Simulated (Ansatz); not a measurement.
Run this with Ansatz 0.2.0 through its Python package and show what comes out.

`cas.py`
```python
import ansatz as az

geometry_ang = [
    ("F", [1.2476, -0.3566, -0.8128]),
    ("B", [0.0652, -0.1598, 0.0602]),
    ("Br", [-1.1991, 1.4017, -0.171]),
    ("H", [-0.0582, -0.9456, 0.9033]),
]
mol = az.Crystal.molecule()
for symbol, xyz in geometry_ang:
    mol = mol.atom(symbol, xyz)

model = mol.calculation().basis(gaussian="def2-SVP").correlation(active_electrons=2, active_orbitals=2)
for method in ["sc_nevpt2"]:
    report = (model if method is None else model.correlation(method)).run(threads=1, backend="cpu").report
    space = report["configurations"]
    state = space["states"][0]
    print(method or "casscf", f"total {report['free_energy_ev'] / 27.211386246:.6f} Ha, active-space state {state['energy']['hartree']:.6f} Ha, mean field {report['reference_energy_ev'] / 27.211386246:.6f} Ha")
    print("  determinants", state["n_determinants"], " natural occupations", [round(n, 3) for n in space["natural_occupations"]])
```

```console
$ python cas.py
RunWarning: the results are in doubt because another end's mean lies 0.211 eV lower, and its corrected mean 0.052 eV higher
sc_nevpt2 total -2697.268755 Ha, active-space state -2696.781456 Ha, mean field -2696.767839 Ha
  determinants 4  natural occupations [1.974, 0.026]
```
(Warnings from the package without file and line.)

Caveats:
- Total energies depend on the basis set; only differences at equal settings carry meaning.
- The geometry is a force-field or estimated start, not a minimum of this method, and the basis set is short of its limit. The active space starts as a window about the frontier orbitals and is then optimised, not chosen by chemistry.
- A lower CASSCF solution was found and passed over, so the printed active-space state isn't the lowest.
- It ran for 4.2 s on 1 thread of Arm Neoverse V2, on a shared host, peak memory 0.16 GiB.

(Lines on the test bed's own set-up are left out of the output.)
